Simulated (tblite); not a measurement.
# C4H11GeNS: the cost of one run

The runs use tblite 0.8.0 and PySCF 2.14.0, with density-fitted response routines of our own; the level of theory stands in each step. All values are computed, except where a source is named. Atoms are numbered from 0 throughout.

## 1. The starting structure

18 atoms, charge 0, multiplicity 1; geometry from: force field or distance geometry start.

Bonds of the start (Å): N0–Ge1 1.86, Ge1–C2 1.95, C2–C3 1.44, C3–C4 1.48, C4–S5 1.83, S5–C6 1.81, C6–C2 1.49, N0–H7 1.03, N0–H8 1.05, Ge1–H9 1.57, Ge1–H10 1.55, C2–H11 1.12, C3–H12 1.11, C3–H13 1.13, C4–H14 1.10, C4–H15 1.12, C6–H16 1.09, C6–H17 1.12.

## 2. Relaxing the molecule with GFN2-xTB

Job settings and geometry (Å):

```
{"job": {"kind": "relax", "xc": "GFN2-xTB", "basis": "xTB"}, "charge": 0, "multiplicity": 1}
N     -2.773400     0.207900    -0.667400
Ge    -1.525600    -0.480200     0.526900
C      0.198800    -0.350300    -0.379500
C      1.360200    -0.725800     0.391100
C      2.094600     0.408300     0.988700
S      1.453800     1.895300     0.132300
C      0.280800     1.032100    -0.942300
H     -3.592300    -0.409400    -0.786800
H     -2.330700     0.308800    -1.615500
H     -1.584200     0.452000     1.784800
H     -1.880900    -1.943100     0.891800
H      0.098000    -1.045500    -1.255500
H      2.061200    -1.310400    -0.237800
H      1.095400    -1.440000     1.222800
H      2.013500     0.528400     2.078900
H      3.166200     0.326600     0.685700
H      0.581400     1.045600    -1.995000
H     -0.725800     1.506000    -0.834900
```

Started as:

```console
$ OMP_NUM_THREADS=1 python probes_run.py task.json out
```

This one command runs all jobs of the session in turn.

Q: Estimate the wall time and peak memory of this first job on 1 thread of Arm Neoverse N1, shared host.

About 1.7 s, with a peak of 0.18 GiB.
